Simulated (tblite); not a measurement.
# C13H10N2: the cost of one run

Programs: tblite 0.8.0 and PySCF 2.14.0, with routines of our own; each step states its level. All values are computed. Atoms count from 0.

## Step 1: The starting structure

25 atoms, charge 0, multiplicity 1; geometry from: force field or distance geometry start.

## Step 2: Relaxing the molecule with GFN2-xTB

The job: settings as JSON, then the geometry in Å.

```
{"job": {"kind": "relax", "xc": "GFN2-xTB", "basis": "xTB"}, "charge": 0, "multiplicity": 1}
N      4.579700     2.048200     1.269000
C      4.247100     1.048300     0.806900
C      3.859500    -0.204600     0.233600
C      2.574500    -0.527100     0.350300
C      2.162900    -1.800500    -0.228400
C      0.934000    -2.123800    -0.619700
C     -0.302900    -1.322700    -0.552700
C     -0.568900    -0.205500     0.114300
N     -1.888500     0.330800    -0.022900
C     -2.339900     1.453600     0.575300
C     -3.668300     1.693500     0.224100
C     -4.040800     0.668700    -0.612900
C     -2.929000    -0.138800    -0.732000
C      0.368900     0.505200     0.959000
C      1.692700     0.388800     1.079500
H      4.517500    -0.862400    -0.285800
H      2.962900    -2.518100    -0.361800
H      0.816700    -3.133200    -1.047600
H     -1.081400    -1.764800    -1.144000
H     -1.805600     2.139400     1.243600
H     -4.299200     2.527700     0.551900
H     -5.018800     0.557000    -1.068900
H     -2.950800    -1.030600    -1.354600
H     -0.027200     1.249900     1.611600
H      2.193700     1.045100     1.800000
```

Command:

```sh
OMP_NUM_THREADS=1 python excited_run.py task.json out
```

This one command runs all jobs of the session in turn.

**Question.** How long does this first job take on 1 thread of Arm Neoverse V1, shared host, and how much memory does it need?

About 2.2 s, with a peak of 0.17 GiB.
